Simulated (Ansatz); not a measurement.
# Hf2Si: one candidate structure

Where does Hf2Si go from the start given, structure listed in a database for this formula (I4/mcm, No. 140)?

Computed with Ansatz 0.2.0 (DFT r2SCAN, scalar-relativistic, plane waves, PAW, unless a step's input says otherwise).

## (1) The starting structure

Symmetry: I4/mcm, No. 140, tetragonal system. The conventional cell has a = 6.551 Å, b = 6.551 Å, c = 5.166 Å, α = 90.00°, β = 90.00°, γ = 90.00°. Hf (site symmetry m2m) is surrounded by 4 Si at 2.79 Å and 3 Hf at 2.90 to 3.11 Å. Si (site symmetry 422) has 2 Si at 2.58 Å and 8 Hf at 2.79 Å as nearest neighbours.

As a file:

```
Hf Si
1.0
    -3.27535    3.27535    2.58282
     3.27535   -3.27535    2.58282
     3.27535    3.27535   -2.58282
Hf Si
4 2
Direct
  0.84351 0.65649 0.50000
  0.34351 0.84351 0.18703
  0.15649 0.34351 0.50000
  0.65649 0.15649 0.81297
  0.75000 0.75000 0.00000
  0.25000 0.25000 0.00000
```

## (2) Probe: one point at the start

The input, input.yaml:

```yaml
crystal:
  lattice:
    - [-3.275352224, 3.275352224, 2.582823393]
    - [3.275352224, -3.275352224, 2.582823393]
    - [3.275352224, 3.275352224, -2.582823393]
  atoms:
    - { symbol: Hf, position: [0.84351362, 0.65648638, 0.5] }
    - { symbol: Hf, position: [0.34351362, 0.84351362, 0.18702724] }
    - { symbol: Hf, position: [0.15648638, 0.34351362, 0.5] }
    - { symbol: Hf, position: [0.65648638, 0.15648638, 0.81297276] }
    - { symbol: Si, position: [0.75, 0.75, 0.0] }
    - { symbol: Si, position: [0.25, 0.25, 0.0] }
basis:
  ecutwfc: 500
kpoints:
  mp_grid: { grid: [4, 4, 4] }
hamiltonian:
  xc: r2scan
scf:
  occupations: { method: gaussian, width: 0.1 }
  lower_state_search: "off"
output:
  forces: true
  stress: true
  eigenvalues: true
```

Command:

```
$ ansatz run input.yaml --threads 1 --pin off --max-ram 3072MiB --backend cpu --events-out ev --progress --plain --runs-dir out
```

Standard output, cut to the lines that bear on the results:

```text
[...]
SCF converged after 8 iterations
Free energy (F): -64215.147097 eV
[...]
E sigma→0 (E₀):  -64215.141172 eV
Entropy (-TS):   -0.011849 eV (-1.975 meV/atom)
Fermi energy:    18.247641 eV
[...]
--- Forces (eV/Å), atoms counted from 1 ---
  atom   1  Hf     0.05280733    -0.05280733     0.00000000
  atom   2  Hf    -0.05280733    -0.05280733     0.00000000
  atom   3  Hf    -0.05280733     0.05280733     0.00000000
  atom   4  Hf     0.05280733     0.05280733    -0.00000000
  atom   5  Si     0.00000000     0.00000000     0.00000000
  atom   6  Si    -0.00000000     0.00000000     0.00000000
[...]
--- Stress (GPa, compression-positive) ---
       -0.034066       0.000000       0.000000
        0.000000      -0.034066       0.000000
        0.000000       0.000000       1.105082
  P = ⅓ Tr σ = 0.3456 GPa (3.456 kbar)
--- Band table (eV; the first three rows and the last of 13) ---
[...]
```

Wall time 9.3 s (1 thread of Intel Xeon 6975P-C (Granite Rapids), shared host); peak memory 0.74 GiB.

From the probe: pressure 0.3 GPa, largest force 0.07 eV/Å, gap on this mesh none (metal). By this gap the next run takes a mesh of 10×10×10.

## (3) The relaxation

Changes to input.yaml since step 2:

```diff
@@ -15,3 +15,3 @@
 kpoints:
-  mp_grid: { grid: [4, 4, 4] }
+  mp_grid: { grid: [10, 10, 10] }
 hamiltonian:
@@ -20,3 +20,2 @@
   occupations: { method: gaussian, width: 0.1 }
-  lower_state_search: "off"
 output:
@@ -25 +24,6 @@
   eigenvalues: true
+relax:
+  adjacent_minimum: "off"
+  f_tol: 0.01
+  max_steps: 80
+  cell: { stress_tol: 0.05 }
```

Command:

```
$ ansatz run input.yaml --threads 1 --pin off --max-ram 3072MiB --backend cpu --events-out ev --progress --plain --runs-dir out
```

Standard output, cut to the lines that bear on the results:

```text
Warning: RAYON_NUM_THREADS=1 ignored (pool sized by the plan → 1); use --threads N
[...]
Pseudopotentials: kind: paw
Pseudopotential: Hf, paw, valence charge 26, recommended cutoff 500 eV (meta_gga), Hf.paw.azcp
Pseudopotential: Si, paw, valence charge 4, recommended cutoff 500 eV (meta_gga), Si.paw.azcp
Functional definition: r2SCAN
[...]
Crystal: 6 atoms, lattice volume = 110.833 Å³
Basis set: ecut = 500 eV, 2829 PW (Γ), exchange–correlation on 160×160×160 points (64 copies of the dense FFT grid, shifted against one another)
Bands: 68, of which v1, the nominal top of the filled ones, is band 56 counted from 1 (55 counted from 0)
Symmetry: 16 space group operations
Space group: I4/mcm (ITA 140), of the structure as read, at distance tolerance 4.8e-5 Å
k-points: 102 of 1000
[...]
        0.000000      -0.000000       0.009199
  P = ⅓ Tr σ = -0.0054 GPa (-0.054 kbar)
--- Band table (eV; the first three rows and the last of 102) ---
[...]
--- Relaxed structure (3 steps of the walk, 2 accepted, 1 SCFs on fresh bases) ---
  F+E_penalty+E_count = -64215.12671074 eV   max|allowed force component| = 8.229e-4 eV/Å   (the final SCF, on the basis selected at the relaxed cell)
  cell:  # Å, volume = 111.1777 Å³
    - [-3.2798047923794598, 3.2798047923794598, 2.583816885051013]
    - [3.2798047923794598, -3.2798047923794598, 2.583816885051013]
    - [3.2798047923794598, 3.2798047923794598, -2.583816885051013]
  atoms:
    - { symbol: Hf, position: [0.8434478301059738, 0.6565521698940262, 0.5] }
    - { symbol: Hf, position: [0.3434478301059739, 0.8434478301059738, 0.18689566021194765] }
    - { symbol: Hf, position: [0.15655216989402612, 0.34344783010597385, 0.5] }
    - { symbol: Hf, position: [0.6565521698940264, 0.1565521698940262, 0.8131043397880524] }
    - { symbol: Si, position: [0.75, 0.75, -2.758487480473753e-21] }
    - { symbol: Si, position: [0.25, 0.25, -2.758487480473753e-21] }
```

Run time: 2.7 min. Hardware: 1 thread of Intel Xeon 6975P-C (Granite Rapids), shared host; peak memory 1.1 GiB.

The steps of the relaxation:

| step | energy from step 1 (eV/cell) | largest force component (eV/Å) | pressure (GPa) | volume (Å³) |
| --- | --- | --- | --- | --- |
| 1 | 0.0000 | 0.0087 | 0.45 | 110.83 |
| 2 | 0.0031 | 0.0731 | -0.92 | 111.89 |
| 3 | -0.0005 | 0.0008 | -0.01 | 111.18 |
| 4 | -0.0005 | 0.0008 | -0.01 | 111.18 |

Step 1 is the start. Step 4 repeats the geometry before it on a plane-wave basis chosen anew for that cell, so its energy need not be comparable with the rows above. Step 2 was tried and not accepted.

Lengths and angles in the start's conventional setting:

|  | before | after | change |
| --- | --- | --- | --- |
| a (Å) | 6.551 | 6.560 | +0.1 % |
| b (Å) | 6.551 | 6.560 | +0.1 % |
| c (Å) | 5.166 | 5.168 | 0.0 % |
| volume (Å³/atom) | 18.47 | 18.53 | +0.3 % |
| shortest distance (Å) | 2.583 | 2.584 | 0.0 % |
| space group (0.01 Å) | I4/mcm | I4/mcm | same |

Forces and stress were held to the start's 16 operations: a distortion of lower symmetry was not tested.

## (4) Variant: scf.algorithm direct_min

The input, input.yaml:

```yaml
crystal:
  lattice:
    - [-3.2798047924, 3.2798047924, 2.5838168851]
    - [3.2798047924, -3.2798047924, 2.5838168851]
    - [3.2798047924, 3.2798047924, -2.5838168851]
  atoms:
    - { symbol: Hf, position: [0.8434478301, 0.6565521699, 0.5] }
    - { symbol: Hf, position: [0.3434478301, 0.8434478301, 0.1868956602] }
    - { symbol: Hf, position: [0.1565521699, 0.3434478301, 0.5] }
    - { symbol: Hf, position: [0.6565521699, 0.1565521699, 0.8131043398] }
    - { symbol: Si, position: [0.75, 0.75, 0.0] }
    - { symbol: Si, position: [0.25, 0.25, 0.0] }
basis:
  ecutwfc: 500
kpoints:
  mp_grid: { grid: [10, 10, 10] }
hamiltonian:
  xc: r2scan
scf:
  occupations: { method: gaussian, width: 0.1 }
  algorithm: direct_min
output:
  forces: true
  eigenvalues: true
  stress: true
```

Command:

```
$ ansatz run input.yaml --threads 1 --pin off --max-ram 3072MiB --backend cpu --events-out ev --progress --plain --runs-dir out
```

Standard output, cut to the lines that bear on the results:

```text
Warning: RAYON_NUM_THREADS=1 ignored (pool sized by the plan → 1); use --threads N
[...]
[... 4 set-up lines as earlier in the session ...]
[...]
Crystal: 6 atoms, lattice volume = 111.178 Å³
Basis set: ecut = 500 eV, 2829 PW (Γ), exchange–correlation on 160×160×160 points (64 copies of the dense FFT grid, shifted against one another)
Bands: 68, of which v1, the nominal top of the filled ones, is band 56 counted from 1 (55 counted from 0)
[... 2 set-up lines as earlier in the session ...]
k-points: 102 of 1000
[...]
SCF converged after 7 iterations
Stability not checked: this state was not tested for a lower state beside it, because a direct minimisation reached the state, and no test of it is asked (direct_minimisation; see scf.lower_state_search)
Free energy (F): -64215.126711 eV
[...]
E sigma→0 (E₀):  -64215.121546 eV
Entropy (-TS):   -0.010330 eV (-1.722 meV/atom)
Fermi energy:    18.257751 eV
[...]
--- Forces (eV/Å), atoms counted from 1 ---
  atom   1  Hf     0.00081888    -0.00081888     0.00000000
  atom   2  Hf    -0.00081888    -0.00081888    -0.00000000
  atom   3  Hf    -0.00081888     0.00081888     0.00000000
  atom   4  Hf     0.00081888     0.00081888    -0.00000000
  atom   5  Si    -0.00000000     0.00000000     0.00000000
  atom   6  Si    -0.00000000     0.00000000     0.00000000
[...]
--- Stress (GPa, compression-positive) ---
       -0.012769       0.000000       0.000000
        0.000000      -0.012769       0.000000
        0.000000       0.000000       0.009173
  P = ⅓ Tr σ = -0.0055 GPa (-0.055 kbar)
--- Band table (eV; the first three rows and the last of 102) ---
[...]
```

Wall time 3.1 min (1 thread of Intel Xeon 6975P-C (Granite Rapids), shared host); peak memory 2.4 GiB.

| run | ending | energy change | pressure (GPa) | gap (eV) | force (eV/Å) | cycles | time |
| --- | --- | --- | --- | --- | --- | --- | --- |
| step 3 | converged | 0 | 0.0 | 0.00 | 0.00 | - | 2.7 min |
| variant | converged | 0.0 meV/atom | 0.0 | 0.00 | 0.00 | 7 | 3.1 min |

The changed solver doesn't alter the result here (within 0.5 meV/atom).

## (5) Results

Formation energies count from the elements, computed with the same settings in runs not shown here.

| quantity | value |
| --- | --- |
| cell (conventional) | a = 6.560 Å, b = 6.560 Å, c = 5.168 Å, α = 90.00°, β = 90.00°, γ = 90.00° |
| space group | I4/mcm (No. 140) |
| volume | 18.53 Å³/atom |
| gap on the mesh | none (metal) |
| formation energy from the elements | -0.791 eV/atom |

In words: The space group stayed I4/mcm, and from the first guess the volume went from 18.47 to 18.53 Å³/atom. With -0.79 eV/atom it lies under the elements, which doesn't yet make it stable against other compounds of them. The runs treat Hf without spin-orbit coupling.
